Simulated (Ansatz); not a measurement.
Crystal: Ir4W.

```
Ir W
1.0
     1.37784    0.79550   11.31056
    -1.37784    0.79550   11.31056
     0.00000   -1.59099   11.31056
Ir W
4 1
Direct
  0.39967 0.39967 0.39967
  0.80081 0.80081 0.80081
  0.19919 0.19919 0.19919
  0.60033 0.60033 0.60033
  0.00000 0.00000 0.00000
```

The cell comes from a database or a generator and needn't be the stable form of this composition.

Base run:

| Property | Result |
| --- | --- |
| Program | Ansatz 0.2.0 |
| Functional | PBEsol |
| Potentials or basis | Ansatz PAW |
| Cutoff | 420 eV (not typed: the program's choice for these potentials) |
| k mesh | 11 × 11 × 11 |
| Occupations | fermi-dirac, width 0.05 eV |
| Spin | no spin polarisation |

Its results: band gap on the k mesh none (metal or under the smearing width); pressure -11.9 GPa; largest force 0.033 eV/Å.

Problem. The run is repeated on the same cell with these changes: spin from no spin polarisation to spin-orbit coupling, no magnetisation; potential files from those of the base run to others of the same set. What comes out?

Solution. Band gap on the k mesh none (metal or under the smearing width); pressure -11.4 GPa; largest force 0.057 eV/Å.

Caveats: the PAW data sets come from PBE, with cores solved anew for the run's functional, which leaves a small shift of forces and pressure; spin-orbit coupling is left out, which moves the levels of the heavy elements (some runs).
